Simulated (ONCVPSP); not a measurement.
# An ONCV potential for tin, from input to tests

Aim: build the potential from the settings below, then test how well it stands in for the atom: other configurations, scattering, ghost states and the plane-wave cutoff that it needs.

Program: ONCVPSP 4.0.1. Reference atom: PBE, fully relativistic, spherical and spin-unpolarised. All values are calculated.

1 further run of the same task is left out (set aside as unsound or not needed).

## (1) The design

Typed settings, in words:

```json
{"element": "tin (Sn, Z = 50)", "type": "optimised norm-conserving Vanderbilt (ONCV)", "frozen core": "[Ar] 3d10", "valence charge": "22", "reference configuration": "4s2 4p6 4d10 5s2 5p0.5 (charge +1.5)", "partial waves": "4s+5s: rc 1.55 bohr, ncon 3, nbas 7, qcut 9.8 1/bohr, 2 projectors; 4p+5p: rc 1.75 bohr, ncon 4, nbas 7, qcut 6.4 1/bohr, 2 projectors; 4d: rc 1.45 bohr, ncon 4, nbas 9, qcut 9.1 1/bohr, 2 projectors, debl 2.6 Ha", "local potential": "polynomial inside 0.95 bohr (lpopt 5, dvloc0 2 Ha)", "core correction": "Teter function, fcfact 2.75, rcfact 1.2"}
```

The nodes and maxima of the atom's own shells, from an earlier all-electron run, set the scale for the radii.

All-electron outer shells of the reference configuration (PBE, scalar-relativistic, ld1.x):

| shell | level (eV) | outermost node (bohr) | outermost maximum (bohr) |
| --- | --- | --- | --- |
| 3p | -711.41 | 0.14 | 0.30 |
| 3d | -486.02 | – | 0.25 |
| 4s | -146.49 | 0.40 | 0.74 |
| 4p | -102.26 | 0.41 | 0.79 |
| 4d | -38.35 | 0.39 | 0.88 |
| 5s | -21.85 | 0.98 | 1.97 |
| 5p | -13.92 | 1.08 | 2.37 |

## (2) Generation

Sn.dat

```
# ATOM AND REFERENCE CONFIGURATION
# atsym  z   nc   nv     iexc    psfile
  Sn 50.00    6    5        4      upf
#
#   n    l    f
    1    0    2.00
    2    0    2.00
    2    1    6.00
    3    0    2.00
    3    1    6.00
    3    2   10.00
    4    0    2.00
    4    1    6.00
    4    2   10.00
    5    0    2.00
    5    1    0.50
#
# PSEUDOPOTENTIAL AND OPTIMIZATION
# lmax
    2
#
#   l,   rc,      ep,       ncon, nbas, qcut
    0    1.55    0.00    3    7    9.80
    1    1.75    0.00    4    7    6.40
    2    1.45    0.00    4    9    9.10
#
# LOCAL POTENTIAL
# lloc, lpopt,  rc(5),   dvloc0
    4    5    0.95    2.00
#
# VANDERBILT-KLEINMAN-BYLANDER PROJECTORs
# l, nproj, debl
    0    2    3.80
    1    2    3.70
    2    2    2.60
#
# MODEL CORE CHARGE
# icmod, fcfact, rcfact
    3    2.75    1.20
#
# LOG DERIVATIVE ANALYSIS
# epsh1, epsh2, depsh
   -7.00    5.00    0.04
#
# OUTPUT GRID
# rlmax, drl
    6.00    0.01
#
# TEST CONFIGURATIONS
# ncnf
    4
# nvcnf
#   n    l    f
    5
    4    0    2.00
    4    1    6.00
    4    2   10.00
    5    0    2.00
    5    1    2.00
#
    5
    4    0    2.00
    4    1    6.00
    4    2   10.00
    5    0    2.00
    5    1    1.00
#
    5
    4    0    2.00
    4    1    6.00
    4    2   10.00
    5    0    2.00
    5    1    0.00
#
    5
    4    0    2.00
    4    1    6.00
    4    2    9.00
    5    0    2.00
    5    1    2.00
#
```

Run with:

```console
$ oncvpspr.x < Sn.dat > Sn.out
```

What does the calculation give? Wanted: cutoffs for 1 and 0.1 mHa per electron, occupied waves; bound ghosts; GHOST(+) flags; configuration tests; largest phase difference near zero energy, channels read; rms error of d²Exc/dn², without and with the model core.

As calculated:

| quantity | value |
| --- | --- |
| cutoffs for 1 and 0.1 mHa per electron, occupied waves | 35 Ha and 43 Ha |
| bound ghosts | p3/2 at -100.45 eV |
| GHOST(+) flags | s at 215 eV |
| configuration tests | no usable energy difference |
| largest phase difference near zero energy, channels read | 0.002 rad |
| rms error of d²Exc/dn², without and with the model core | 10.00 and 7.09 mHa |

What this shows: A bound ghost (p3/2) makes it unfit for use: electrons can fall into a state that the atom doesn't have. Of the tests 4 gave no usable energy difference, which is a warning in itself. The potential is hard: the looser tolerance needs 35 Ha. At the looser tolerance the 4d wave is the slowest; 4s needs 29 Ha. Near zero energy the phases of the channels with partial waves agree within 0.002 rad. The program also flags highly localised states, GHOST(+) (s). All of this concerns the isolated atom, not yet a solid.
